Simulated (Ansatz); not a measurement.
# Sn (Sn, simple cubic): the cost of one run

Method: DFT r2SCAN, plane waves (500 eV) with PAW, scalar-relativistic; PAW files made under PBE, frozen cores solved again for the functional, in Ansatz 0.2.0.

### 1 The starting structure

The structure is cubic, space group Pm-3m (No. 221). The conventional cell has a = 3.117 Å, b = 3.117 Å, c = 3.117 Å, α = 90.00°, β = 90.00°, γ = 90.00°. Sn (site symmetry m-3m) has 6 Sn at 3.12 Å as nearest neighbours.

Coordinates:

```xyz
1
Lattice="3.1168 0.0000 0.0000 0.0000 3.1168 0.0000 0.0000 0.0000 3.1168" Properties=species:S:1:pos:R:3 pbc="T T T"
Sn    0.0000    0.0000    0.0000
```

### 2 Relaxation of the cell

The input, input.yaml:

```yaml
crystal:
  lattice:
    - [3.11678992, 0.0, 0.0]
    - [0.0, 3.11678992, 0.0]
    - [0.0, 0.0, 3.11678992]
  atoms:
    - { symbol: Sn, position: [0.0, 0.0, 0.0] }
hamiltonian:
  xc: r2scan
  pseudopotentials:
    kind: paw
    azcp:
      Sn: "pseudopotentials/Sn.paw.azcp"
basis:
  ecutwfc: 500
  fft_grid_basis: typed
kpoints:
  mp_grid: { grid: [10, 10, 10], shift: [0, 0, 0] }
magnetization:
  spin_polarized: false
scf:
  occupations: { method: fermi_dirac, width: 0.1 }
relax:
  max_steps: 60
  f_tol: 0.01
  cell: {}
output:
  write_density: true
  write_potential: true
  elf: true
  volumetric_format: npy
```

The run is started by

```console
ansatz run input.yaml --threads 1 --pin off --max-ram 3584MiB --backend cpu --events-out ev --progress --plain --runs-dir out
```

**Question.** How long does this run take on 1 thread of Intel Xeon Platinum 8259CL at 2.50GHz (Skylake/Cascade Lake), shared host, and how much memory does it need?

About 17 s, with a peak of 0.57 GiB.
